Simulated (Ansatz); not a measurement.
Here is an Ansatz 0.2.0 calculation.

input.yaml

```yaml
crystal:
  lattice:
    - [-1.88095015, 1.88095015, 3.80138303]
    - [1.88095015, -1.88095015, 3.80138303]
    - [1.88095015, 1.88095015, -3.80138303]
  atoms:
    - { symbol: Ir, position: [0.5, 0.5, 0.0], spin: 0.6 }
    - { symbol: Ir, position: [0.25, 0.75, 0.5], spin: 0.6 }
    - { symbol: Ir, position: [0.75, 0.25, 0.5], spin: 0.6 }
    - { symbol: Ni, position: [0.0, 0.0, 0.0], spin: 1.0 }
kpoints:
  mp_grid: { grid: [10, 10, 10] }
scf:
  occupations: { method: fermi_dirac, width: 0.05 }
hamiltonian:
  xc: pbesol
  pseudopotentials: { kind: all_electron, lapw: { basis_error: 0.001 } }
magnetization:
  spin_polarized: true
output:
  forces: true
  stress: true
  eigenvalues: true
  populations: true
```

Potentials or basis: all-electron LAPW, scalar-relativistic.

Command:

```console
$ ansatz run input.yaml --threads 4 --pin off --max-ram 12288MiB --backend cpu --events-out ev --progress --plain --runs-dir out
```

What does it give for the pressure?

-5.5 GPa.

What does it give for the absolute moment?

0.00 μB per cell.

Estimate the band gap on the k mesh.

none (metal or under the smearing width).

Stress tensor (GPa, compression positive):
```
-5.39  0.00  0.00
 0.00 -5.39  0.00
 0.00  0.00 -5.74
```

Caveat: the starting moments weren't kept. Spin-orbit coupling is left out, which matters for the levels of Ir.
